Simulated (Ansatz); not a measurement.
# Ni (fcc type): the cost of one run

Program: Ansatz 0.2.0. Level of theory: DFT, r2SCAN, PAW with Ansatz's default frozen-core files, scalar-relativistic. These are calculated values, not measurements.

### Step 1. Starting point

The structure is cubic, space group Fm-3m (No. 225). Conventional cell: a = 3.476 Å, b = 3.476 Å, c = 3.476 Å, α = 90.00°, β = 90.00°, γ = 90.00°. Around Ni (site symmetry m-3m) lie 12 Ni at 2.46 Å.

As a file:

```
CELL_PARAMETERS angstrom
0.00000 1.73807 1.73807
1.73807 0.00000 1.73807
1.73807 1.73807 0.00000
ATOMIC_POSITIONS crystal
Ni 0.00000 0.00000 0.00000
```

### Step 2. Bulk cell relaxed, PAW

input.yaml

```yaml
crystal:
  lattice:
    - [0.0, 1.7380684957, 1.7380684957]
    - [1.7380684957, 0.0, 1.7380684957]
    - [1.7380684957, 1.7380684957, 0.0]
  atoms:
    - { symbol: Ni, position: [0.0, 0.0, 0.0], spin: 1.0 }
magnetization:
  spin_polarized: true
kpoints:
  mp_grid: { grid: [21, 21, 21] }
scf:
  occupations: { method: fermi_dirac, width: 0.1 }
hamiltonian:
  xc: r2scan
  pseudopotentials: { kind: paw }
output:
  forces: true
  stress: true
relax:
  f_tol: 0.005
  max_steps: 40
  cell: {}
```

The run is started by

```bash
$ ansatz run input.yaml --threads 2 --pin off --max-ram 6144MiB --backend cpu --events-out ev --progress --plain --runs-dir out
```

**Question.** How long does this run take on 2 threads of Arm Neoverse V1, shared host, and how much memory does it need?

About 33 s, with a peak of 0.41 GiB.
